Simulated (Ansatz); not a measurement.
# BClFH4NSn: basis-set convergence

The task here is to estimate one member of a computed series from the others.

Program: Ansatz 0.2.0, Gaussian basis. Level of theory: one geometry, several basis sets. These are calculated values, not measurements.

The runs, in order: PBE0-D4/def2-SVP; ωB97M-V/def2-SVP; PBE0-D4/def2-QZVPP; ωB97M-V/def2-QZVPP; the functionals' def2-TZVPP values are taken from earlier runs.

## The relaxed structure

The geometry comes from an earlier relaxation with PBE0-D4 in a triple-zeta def2 set; it is a stationary point, not always the lowest conformer. Sn takes the def2 core potential; no spin-orbit term is included.

SMILES `N[BH][SnH]([F])[Cl]`, 9 atoms, charge 0, spin multiplicity 1.

Atoms are counted from 1 here; the program's logs count them from 0.

Bond lengths: N1–B2 1.375 Å, N1–H6 1.008 Å, N1–H7 1.010 Å, B2–Sn3 2.245 Å, B2–H8 1.191 Å, Sn3–F4 1.946 Å, Sn3–Cl5 2.333 Å, Sn3–H9 1.702 Å. Angles: B2–N1–H6 123.2°, B2–N1–H7 122.6°, H6–N1–H7 114.2°, N1–B2–Sn3 111.7°, N1–B2–H8 122.6°, Sn3–B2–H8 125.7°, B2–Sn3–F4 97.5°, B2–Sn3–Cl5 112.0°, B2–Sn3–H9 131.2°, F4–Sn3–Cl5 103.7°, F4–Sn3–H9 103.9°, Cl5–Sn3–H9 104.8°.

Set-up of the first run:

Contents of in.yaml:

```yaml
crystal:
  periodic: [false, false, false]
  atoms:
    - {symbol: N, position_ang: [0.814794, -0.833551, -1.187629]}
    - {symbol: B, position_ang: [0.691307, -0.835875, 0.181413]}
    - {symbol: Sn, position_ang: [-0.860534, 0.629649, 0.875947]}
    - {symbol: F, position_ang: [-1.415690, 1.260494, -0.878787]}
    - {symbol: Cl, position_ang: [0.095254, 2.514577, 1.864057]}
    - {symbol: H, position_ang: [1.477804, -1.409782, -1.682878]}
    - {symbol: H, position_ang: [0.257171, -0.238401, -1.784223]}
    - {symbol: H, position_ang: [1.354251, -1.532254, 0.884376]}
    - {symbol: H, position_ang: [-2.325857, 0.398641, 1.710623]}
basis:
  gaussian: {orbitals: def2-SVP}
hamiltonian: {xc: pbe0, dispersion: d4}
output: {orbitals: {seedname: orbitals}}
```

Among the steps run: PBE0-D4 in def2-SVP; ωB97M-V in def2-SVP; PBE0-D4 in def2-QZVPP; ωB97M-V in def2-QZVPP.

One table of the session follows, with a row left open; its other results are not shown here.

It belongs to the step «Density functionals: the series». 

```
functional       basis  HOMO (eV)
   PBE0-D4    def2-SVP      -7.93
   PBE0-D4  def2-TZVPP      -8.09
   PBE0-D4  def2-QZVPP      -8.12
   ωB97M-V    def2-SVP          ?
   ωB97M-V  def2-TZVPP     -10.20
   ωB97M-V  def2-QZVPP     -10.23
```

**Question.** Estimate the row for ωB97M-V, def2-SVP.

**Answer.** HOMO (eV): -10.00. In the column «HOMO (eV)» it lies between ωB97M-V, def2-TZVPP (-10.20) and PBE0-D4, def2-QZVPP (-8.12).
